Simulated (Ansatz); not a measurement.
# GaH8NSi: one species, many methods

One table from this session's results is given with a row withheld; the runs are named, their logs left out.

Method: functionals in def2-TZVPP, the program's frozen cores in correlated methods; program: Ansatz 0.2.0, Gaussian basis.

Plan: LDA (SPW92), PBE-D4, revPBE-D4, BLYP-D4, r2SCAN-D4, B97M-V, PBE0-D4, B3LYP-D4, r2SCANh-D4, r2SCAN0-D4, HSE06-D4, BHLYP-D4, CAM-B3LYP-D4, LC-ωPBE, ωB97X-V, ωB97M-V, B2PLYP, PBE-QIDH; CCSD(T)/def2-SVP; CCSD(T)/def2-TZVPP; MP2/def2-QZVPP; extrapolation to the limit; RPA on PBE.

## The relaxed structure

An earlier PBE0-D4 in a triple-zeta def2 set relaxation fixed the geometry.

SMILES `[SiH3][NH2+][GaH3-]`, 11 atoms, charge 0, spin multiplicity 1.

Atoms are counted from 1 here; the program's logs count them from 0.

Bond lengths: Si1–N2 1.778 Å, Si1–H4 1.486 Å, Si1–H5 1.478 Å, Si1–H6 1.478 Å, N2–Ga3 2.180 Å, N2–H7 1.015 Å, N2–H8 1.015 Å, Ga3–H9 1.581 Å, Ga3–H10 1.581 Å, Ga3–H11 1.580 Å. Angles: N2–Si1–H4 110.4°, N2–Si1–H5 106.8°, N2–Si1–H6 106.8°, H4–Si1–H5 110.1°, H4–Si1–H6 110.1°, H5–Si1–H6 112.5°, Si1–N2–Ga3 113.0°, Si1–N2–H7 113.3°, Si1–N2–H8 113.3°, Ga3–N2–H7 104.7°, Ga3–N2–H8 104.7°, H7–N2–H8 107.0°, N2–Ga3–H9 98.2°, N2–Ga3–H10 98.2°, N2–Ga3–H11 97.7°, H9–Ga3–H10 117.9°, H9–Ga3–H11 118.2°, H10–Ga3–H11 118.2°.

As a file:

```xyz
11
charge 0, multiplicity 1
Si   -1.0503    1.0176   -0.5727
N    -0.5147   -0.5998   -0.0643
Ga    1.5390   -0.6266    0.6653
H    -2.4557    0.9713   -1.0543
H    -0.1515    1.4404   -1.6666
H    -0.9478    1.8932    0.6131
H    -1.0633   -0.9838    0.6984
H    -0.5299   -1.2828   -0.8150
H     1.3631    0.3816    1.8698
H     2.2498   -0.0975   -0.6437
H     1.6267   -2.1707    0.9906
```

The first run:

Contents of in.yaml:

```yaml
crystal:
  periodic: [false, false, false]
  atoms:
    - {symbol: Si, position_ang: [-1.050292, 1.017562, -0.572680]}
    - {symbol: N, position_ang: [-0.514703, -0.599762, -0.064322]}
    - {symbol: Ga, position_ang: [1.538965, -0.626595, 0.665270]}
    - {symbol: H, position_ang: [-2.455659, 0.971348, -1.054328]}
    - {symbol: H, position_ang: [-0.151546, 1.440350, -1.666646]}
    - {symbol: H, position_ang: [-0.947794, 1.893242, 0.613066]}
    - {symbol: H, position_ang: [-1.063301, -0.983829, 0.698365]}
    - {symbol: H, position_ang: [-0.529912, -1.282751, -0.814956]}
    - {symbol: H, position_ang: [1.363071, 0.381631, 1.869825]}
    - {symbol: H, position_ang: [2.249809, -0.097546, -0.643668]}
    - {symbol: H, position_ang: [1.626663, -2.170750, 0.990574]}
basis:
  gaussian: {orbitals: def2-TZVPP}
hamiltonian: {xc: lda}
output: {orbitals: {seedname: orbitals}}
```

Steps of the session up to this table: LDA; PBE-D4 (GGA); revPBE-D4 (GGA); BLYP-D4 (GGA); r2SCAN-D4 (meta-GGA); B97M-V (meta-GGA); PBE0-D4 (hybrid); B3LYP-D4 (hybrid); r2SCANh-D4 (hybrid); r2SCAN0-D4 (hybrid); HSE06-D4 (hybrid); BHLYP-D4 (hybrid); CAM-B3LYP-D4 (range-separated); LC-ωPBE-D4 (range-separated; the results give it without D4); ωB97X-V (range-separated); ωB97M-V (range-separated); B2PLYP (double hybrid); PBE-QIDH (double hybrid).

One table of the session follows, with a row left open; its other results are not shown here.

It belongs to the step «Frontier levels by functional». 

```
  functional  HOMO (eV)  gap (eV)
 LDA (SPW92)      -6.41      4.68
      PBE-D4          ?         ?
   revPBE-D4      -6.31      4.90
     BLYP-D4      -6.25      4.83
   r2SCAN-D4      -6.66      5.59
      B97M-V      -6.78      5.38
     PBE0-D4      -7.58      6.90
    B3LYP-D4      -7.39      6.46
  r2SCANh-D4      -7.11      6.31
  r2SCAN0-D4      -7.79      7.38
    HSE06-D4      -7.18      6.12
    BHLYP-D4      -8.76      8.84
CAM-B3LYP-D4      -8.98      9.20
     LC-ωPBE     -10.37     11.80
     ωB97X-V     -10.02     11.27
     ωB97M-V      -9.84     10.73
```

Q: Estimate the row for PBE-D4 from the others.

As computed: HOMO (eV): -6.35; gap (eV): 4.83. In the column «HOMO (eV)» it lies between LDA (SPW92) (-6.41) and revPBE-D4 (-6.31).
